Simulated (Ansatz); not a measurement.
This script for Ansatz 0.2.0, Python API starts 8 runs on CBrCl2, SMILES Cl[C](Cl)Br. What input does the engine get in each?

`scan_cbrcl2.py`:
```python
"""Stretching a bond of CBrCl2, the rest held rigid."""

import ansatz as az
import numpy as np

geometry_ang = [
    ("Cl", [0.0916, 0.6485, 1.5929]),
    ("C", [0.0057, -0.0228, 0.0193]),
    ("Cl", [0.8529, -1.4642, -0.2899]),
    ("Br", [-0.8947, 0.7782, -1.3426]),
]
cbrcl2 = az.Crystal.molecule()
for symbol, xyz in geometry_ang:
    cbrcl2 = cbrcl2.atom(symbol, xyz)

symbols = [site.symbol for site in cbrcl2.cartesian_sites]
start = np.array([site.position_ang for site in cbrcl2.cartesian_sites])
axis = (start[3] - start[1]) / np.linalg.norm(start[3] - start[1])
moving = [3]
lengths, energies = [1.55, 1.67, 1.82, 2.0, 2.27, 2.73, 3.27, 4.0], []
for length in lengths:
    xyz = start.copy()
    xyz[moving] += (length - np.linalg.norm(start[3] - start[1])) * axis
    point = az.Crystal.molecule()
    for symbol, place in zip(symbols, xyz):
        point = point.atom(symbol, place.tolist())
    setup = point.calculation()
    setup = setup.basis(gaussian="def2-SVP").functional("r2SCAN", dispersion="d4")
    setup = setup.spin("collinear", total=1)
    report = setup.run(threads=1).report
    energies.append(report["free_energy_ev"])
    print(f"r = {length:6.3f} A  E = {energies[-1]:.5f} eV  <S^2> = {abs(report['mean_field']['state']['spin_squared']):.3f}")

print("energy above the lowest point (eV):", [round(e - min(energies), 3) for e in energies])
```

Run 1:
```yaml
crystal:
  periodic: [false, false, false]
  atoms:
    - { symbol: Cl, position_ang: [0.0916, 0.6485, 1.5929] }
    - { symbol: C, position_ang: [0.0057, -0.0228, 0.0193] }
    - { symbol: Cl, position_ang: [0.8529, -1.4642, -0.2899] }
    - { symbol: Br, position_ang: [-0.761739229753946, 0.6599174844879062, -1.1414901899177021] }
basis:
  gaussian:
    orbitals: def2-SVP
hamiltonian:
  xc: r2scan
  dispersion: d4
magnetization:
  spin_polarized: true
  initial_magnetization: 1.0
```

Run 2, against run 1:
```diff
-    - { symbol: Br, position_ang: [-0.761739229753946, 0.6599174844879062, -1.1414901899177021] }
+    - { symbol: Br, position_ang: [-0.8211538797994128, 0.7127730316740666, -1.231357817524234] }
```

Run 3, against run 1:
```diff
-    - { symbol: Br, position_ang: [-0.761739229753946, 0.6599174844879062, -1.1414901899177021] }
+    - { symbol: Br, position_ang: [-0.8954221923562463, 0.7788424656567673, -1.3436923520323987] }
```

Run 4, against run 1:
```diff
-    - { symbol: Br, position_ang: [-0.761739229753946, 0.6599174844879062, -1.1414901899177021] }
+    - { symbol: Br, position_ang: [-0.9845441674244465, 0.858125786436008, -1.4784937934421964] }
```

Run 5, against run 1:
```diff
-    - { symbol: Br, position_ang: [-0.761739229753946, 0.6599174844879062, -1.1414901899177021] }
+    - { symbol: Br, position_ang: [-1.1182271300267468, 0.9770507676048691, -1.680695955556893] }
```

Run 6, against run 1:
```diff
-    - { symbol: Br, position_ang: [-0.761739229753946, 0.6599174844879062, -1.1414901899177021] }
+    - { symbol: Br, position_ang: [-1.3459832885343694, 1.179663698485151, -2.025188528048598] }
```

Run 7, against run 1:
```diff
-    - { symbol: Br, position_ang: [-0.761739229753946, 0.6599174844879062, -1.1414901899177021] }
+    - { symbol: Br, position_ang: [-1.61334921373897, 1.4175136608228731, -2.4295928522779913] }
```

Run 8, against run 1:
```diff
-    - { symbol: Br, position_ang: [-0.761739229753946, 0.6599174844879062, -1.1414901899177021] }
+    - { symbol: Br, position_ang: [-1.9747883348488928, 1.739051572872016, -2.9762875868843928] }
```

```console
$ python scan_cbrcl2.py
r =  1.550 A  E = -96105.51905 eV  <S^2> = 0.756
r =  1.670 A  E = -96106.76084 eV  <S^2> = 0.756
r =  1.820 A  E = -96107.26917 eV  <S^2> = 0.757
r =  2.000 A  E = -96107.12640 eV  <S^2> = 0.759
r =  2.270 A  E = -96106.37341 eV  <S^2> = 0.766
r =  2.730 A  E = -96105.37353 eV  <S^2> = 0.810
r =  3.270 A  E = -96104.95612 eV  <S^2> = 0.922
r =  4.000 A  E = -96104.69851 eV  <S^2> = 1.031
energy above the lowest point (eV): [1.75, 0.508, 0.0, 0.143, 0.896, 1.896, 2.313, 2.571]
```

Total energies depend on the basis set; only differences at equal settings carry meaning. The rest of the molecule is held rigid at a force-field or estimated start geometry, and the basis set is modest; single-reference methods fail as a bond breaks. The species is open-shell (spin multiplicity 2). The expectation value of S² is noticeably off S(S+1) in at least one run, so that state is spin-contaminated. Spin-orbit coupling of the heavy open-shell atom is left out. Wall time of the script: 3.3 min on 1 thread of Arm Neoverse V1, on a shared host, peak memory 0.29 GiB.
